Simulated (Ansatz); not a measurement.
# H10O2Si4: the cost of one run

Method: DFT B3LYP, Gaussian basis def2-tzvp, in Ansatz 0.2.0.

## (1) The starting structure

Bond lengths (14 of 15 bonds, heavy atoms first): Si1–O3 1.652 Å, O3–Si4 1.658 Å, Si1–O8 1.651 Å, O8–Si9 1.656 Å, Si1–Si13 2.357 Å, Si1–H2 1.497 Å, Si4–H5 1.492 Å, Si4–H6 1.494 Å, Si4–H7 1.496 Å, Si9–H10 1.494 Å, Si9–H11 1.497 Å, Si9–H12 1.492 Å, Si13–H14 1.498 Å, Si13–H15 1.497 Å. Angles (14 of 26 angles, heavy atoms first): O3–Si1–O8 110.7°, O3–Si1–Si13 107.1°, O8–Si1–Si13 111.5°, Si1–O3–Si4 142.8°, Si1–O8–Si9 145.0°, H2–Si1–O3 108.8°, H2–Si1–O8 105.6°, H2–Si1–Si13 113.2°, O3–Si4–H5 108.2°, O3–Si4–H6 109.6°, O3–Si4–H7 110.3°, O8–Si9–H10 110.0°, O8–Si9–H11 110.3°, O8–Si9–H12 107.9°.

As a file:

```xyz
16

Si    0.1230   -0.0728    0.0882
H     0.8933    0.8395    0.9908
O     1.1478   -1.2247   -0.5049
Si    1.2100   -2.5545   -1.4929
H     2.5167   -2.5385   -2.2136
H     1.1087   -3.7970   -0.6692
H     0.0874   -2.5210   -2.4819
O    -0.4465    0.8852   -1.1296
Si   -1.3340    0.9183   -2.5271
H    -0.4797    0.5141   -3.6847
H    -2.4998   -0.0148   -2.4254
H    -1.8239    2.3131   -2.7271
Si   -1.6290   -1.2046    1.1857
H    -2.6335   -0.2270    1.7132
H    -2.3237   -2.1467    0.2523
H    -1.0805   -1.9884    2.3375
```

## (2) Relaxing the atoms: H10O2Si4

The input, input.yaml:

```yaml
relax:
  f_tol: 0.001
  max_steps: 200
crystal:
  periodic: [false, false, false]
  atoms:
    - { symbol: Si, position_ang: [0.12299, -0.07284, 0.08825] }
    - { symbol: H, position_ang: [0.89332, 0.83945, 0.99084] }
    - { symbol: O, position_ang: [1.14781, -1.22472, -0.50491] }
    - { symbol: Si, position_ang: [1.21001, -2.55449, -1.49293] }
    - { symbol: H, position_ang: [2.51671, -2.53846, -2.2136] }
    - { symbol: H, position_ang: [1.10866, -3.79699, -0.66917] }
    - { symbol: H, position_ang: [0.08736, -2.52098, -2.48186] }
    - { symbol: O, position_ang: [-0.44648, 0.88518, -1.12957] }
    - { symbol: Si, position_ang: [-1.33397, 0.91826, -2.52714] }
    - { symbol: H, position_ang: [-0.47966, 0.51406, -3.6847] }
    - { symbol: H, position_ang: [-2.49979, -0.01478, -2.42541] }
    - { symbol: H, position_ang: [-1.82388, 2.31311, -2.72715] }
    - { symbol: Si, position_ang: [-1.62901, -1.20459, 1.1857] }
    - { symbol: H, position_ang: [-2.63348, -0.22704, 1.71317] }
    - { symbol: H, position_ang: [-2.32368, -2.14674, 0.25227] }
    - { symbol: H, position_ang: [-1.08047, -1.98839, 2.33754] }
basis:
  gaussian: { orbitals: def2-tzvp }
hamiltonian:
  xc: { name: B3LYP }
```

Run with:

```sh
> ansatz run input.yaml --threads 8 --pin off --max-ram 8192MiB --backend cpu --events-out ev --progress --plain --runs-dir out
```

**Question.** How long does this run take on 8 threads of Arm Neoverse N1, shared host, and how much memory does it need?

About 7.1 min, with a peak of 1.1 GiB.
